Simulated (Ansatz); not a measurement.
**C2H4AlBO: small, medium and large basis sets**

The task here is to estimate one member of a computed series from the others.

Program: Ansatz 0.2.0, Gaussian basis. Level of theory: one geometry, several basis sets. These are calculated values, not measurements.

The runs, in order: PBE0-D4/def2-SVP; ωB97M-V/def2-SVP; PBE0-D4/def2-QZVPP; ωB97M-V/def2-QZVPP; the functionals' def2-TZVPP values are taken from earlier runs.

**The geometry**

An earlier PBE0-D4 in a triple-zeta def2 set relaxation fixed the geometry.

9 atoms, charge 0, spin multiplicity 1.

Atoms are counted from 1 here; the program's logs count them from 0.

Bond lengths: B1–C2 1.485 Å, B1–H6 1.197 Å, B1–H7 1.197 Å, C2–C3 1.217 Å, C3–O4 1.273 Å, O4–Al5 1.737 Å, Al5–H8 1.569 Å, Al5–H9 1.571 Å. Angles: C2–B1–H6 120.4°, C2–B1–H7 120.4°, H6–B1–H7 119.2°, B1–C2–C3 179.9°, C2–C3–O4 178.7°, C3–O4–Al5 131.1°, O4–Al5–H8 112.6°, O4–Al5–H9 117.5°, H8–Al5–H9 129.9°.

The first run:

Input file in.yaml:

```yaml
crystal:
  periodic: [false, false, false]
  atoms:
    - {symbol: B, position_ang: [-2.047032, 1.541565, 0.601884]}
    - {symbol: C, position_ang: [-0.844064, 0.868553, 0.048711]}
    - {symbol: C, position_ang: [0.141130, 0.316304, -0.403795]}
    - {symbol: O, position_ang: [1.174177, -0.240380, -0.897780]}
    - {symbol: Al, position_ang: [2.018705, -1.689035, -0.443347]}
    - {symbol: H, position_ang: [-2.641488, 1.059922, 1.522871]}
    - {symbol: H, position_ang: [-2.433232, 2.573068, 0.133160]}
    - {symbol: H, position_ang: [3.250841, -1.983583, -1.368409]}
    - {symbol: H, position_ang: [1.469463, -2.492714, 0.789606]}
basis:
  gaussian: {orbitals: def2-SVP}
hamiltonian: {xc: pbe0, dispersion: d4}
output: {orbitals: {seedname: orbitals}}
```

The run is started by

```sh
$ ansatz run in.yaml --threads 2 --pin off --events-out ev --progress --plain --max-ram 4352MiB
```

Among the steps run: PBE0-D4 in def2-SVP; ωB97M-V in def2-SVP; PBE0-D4 in def2-QZVPP; ωB97M-V in def2-QZVPP.

One of the session's tables, all rows but one given; the rest of the session is left out.

It belongs to the step «Functionals by basis». 

| functional | basis | HOMO (eV) | LUMO (eV) |
| --- | --- | --- | --- |
| PBE0-D4 | def2-SVP | -6.83 | -2.04 |
| PBE0-D4 | def2-TZVPP | -6.87 | -2.06 |
| PBE0-D4 | def2-QZVPP | -6.89 | -2.07 |
| ωB97M-V | def2-SVP | ? | ? |
| ωB97M-V | def2-TZVPP | -9.08 | -0.39 |
| ωB97M-V | def2-QZVPP | -9.09 | -0.52 |

Estimate the missing values for ωB97M-V, def2-SVP.

The run gave: HOMO (eV): -9.00; LUMO (eV): -0.28. In the column «HOMO (eV)» it lies between ωB97M-V, def2-TZVPP (-9.08) and PBE0-D4, def2-QZVPP (-6.89).
